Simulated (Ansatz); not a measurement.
**C2H8O3Si2: up Jacob's ladder to CCSD(T)**

How much do the methods differ for C2H8O3Si2? The plan is to run it at one geometry with functionals of several rungs and with coupled cluster, and see how far each lands from CCSD(T) at the basis-set limit for the atomisation energy.

Program: Ansatz 0.2.0, Gaussian basis. Level of theory: functionals in def2-TZVPP, the program's frozen cores in correlated methods. These are calculated values, not measurements.

The runs, in order: PBE-D4, r2SCAN-D4, PBE0-D4, B3LYP-D4, ωB97X-V, ωB97M-V, B2PLYP; CCSD(T)/def2-TZVPP; MP2/def2-QZVPP; extrapolation to the limit.

**1. The relaxed structure**

All runs share one geometry, relaxed beforehand with PBE0-D4 in a triple-zeta def2 set.

15 atoms, charge 0, spin multiplicity 1.

Atoms are counted from 1 here; the program's logs count them from 0.

Bond lengths: C1–C2 1.330 Å, C1–H8 1.086 Å, C1–H9 1.086 Å, C2–Si3 1.845 Å, C2–H10 1.089 Å, Si3–O4 1.652 Å, Si3–O5 1.633 Å, Si3–H11 1.484 Å, O4–H12 0.959 Å, O5–Si6 1.638 Å, Si6–O7 1.638 Å, Si6–H13 1.486 Å, Si6–H14 1.477 Å, O7–H15 0.961 Å. Angles: C2–C1–H8 122.3°, C2–C1–H9 121.5°, H8–C1–H9 116.2°, C1–C2–Si3 122.8°, C1–C2–H10 118.5°, Si3–C2–H10 118.8°, C2–Si3–O4 106.8°, C2–Si3–O5 109.6°, C2–Si3–H11 113.2°, O4–Si3–O5 110.5°, O4–Si3–H11 109.1°, O5–Si3–H11 107.7°, Si3–O4–H12 116.6°, Si3–O5–Si6 138.2°, O5–Si6–O7 111.2°, O5–Si6–H13 107.5°, O5–Si6–H14 109.3°, O7–Si6–H13 111.4° and more.

Coordinates:

```xyz
15
C2H8O3Si2
C     1.75059   -1.54184   -0.71792
C     0.69931   -1.86778    0.02942
Si   -0.26016   -0.62537    0.99865
O    -1.83811   -0.76978    0.53144
O     0.29822    0.87428    0.67139
Si   -0.06291    2.12172   -0.32660
O    -1.66225    2.15312   -0.67963
H     2.31106   -2.28052   -1.28405
H     2.09532   -0.51486   -0.79590
H     0.39785   -2.91331    0.07309
H    -0.16840   -0.83020    2.46545
H    -2.50017   -0.47995    1.16133
H     0.75966    1.96403   -1.55390
H     0.23741    3.39663    0.35699
H    -2.05740    1.31384   -0.92978
```

**2. PBE-D4 (GGA)**

File in.yaml:

```yaml
crystal:
  periodic: [false, false, false]
  atoms:
    - {symbol: C, position_ang: [1.750593, -1.541840, -0.717922]}
    - {symbol: C, position_ang: [0.699307, -1.867780, 0.029421]}
    - {symbol: Si, position_ang: [-0.260155, -0.625370, 0.998655]}
    - {symbol: O, position_ang: [-1.838114, -0.769779, 0.531443]}
    - {symbol: O, position_ang: [0.298215, 0.874280, 0.671394]}
    - {symbol: Si, position_ang: [-0.062909, 2.121718, -0.326598]}
    - {symbol: O, position_ang: [-1.662253, 2.153121, -0.679630]}
    - {symbol: H, position_ang: [2.311060, -2.280521, -1.284051]}
    - {symbol: H, position_ang: [2.095322, -0.514861, -0.795905]}
    - {symbol: H, position_ang: [0.397854, -2.913307, 0.073089]}
    - {symbol: H, position_ang: [-0.168400, -0.830204, 2.465453]}
    - {symbol: H, position_ang: [-2.500171, -0.479946, 1.161329]}
    - {symbol: H, position_ang: [0.759657, 1.964029, -1.553899]}
    - {symbol: H, position_ang: [0.237407, 3.396632, 0.356993]}
    - {symbol: H, position_ang: [-2.057402, 1.313836, -0.929782]}
basis:
  gaussian: {orbitals: def2-TZVPP}
hamiltonian: {xc: pbe, dispersion: d4}
output: {forces: true, orbitals: {seedname: orbitals}}
```

The run is started by

```
$ ansatz run in.yaml --threads 2 --pin off --events-out ev --progress --plain --max-ram 32768MiB --backend cuda --devices 0, --max-vram 18GiB
```

The runs that follow: r2SCAN-D4 (meta-GGA); PBE0-D4 (hybrid); B3LYP-D4 (hybrid); ωB97X-V (range-separated); ωB97M-V (range-separated); B2PLYP (double hybrid); CCSD(T) in def2-TZVPP; MP2 in def2-QZVPP.

Before running them: what should the planned runs give, taken together? Wanted: atomisation energy, CCSD(T)/CBS; farthest; mean size of error, hybrid; mean size of error, range-separated; gap, smallest and largest; T1 diagnostic; triples share of the correlation energy.

**Answer**, as computed:

| quantity | value |
| --- | --- |
| atomisation energy, CCSD(T)/CBS | 62.567 eV |
| functionals within 0.313 eV (0.5 %) | PBE-D4, r2SCAN-D4, ωB97X-V, ωB97M-V |
| farthest | B2PLYP (-0.951 eV) |
| mean size of error, hybrid | 0.622 eV |
| mean size of error, range-separated | 0.120 eV |
| gap, smallest and largest | 5.19 eV (PBE-D4), 12.03 eV (ωB97X-V) |
| T1 diagnostic | 0.0119 |
| triples share of the correlation energy | 3.7 % |

What this shows: PBE-D4 misses by +0.292 eV. Double hybrids carry the basis error of their MP2 part in triple zeta, and no dispersion term here, so their miss is partly the set-up's. Misses under about 0.313 eV are within the doubt on the reference itself, which lacks core-valence correlation, relativity and higher excitations. Hartree-Fock recovers 73 % of the binding; the rest is correlation. Orbital gaps span 5.2 to 12.0 eV; exact exchange widens them.
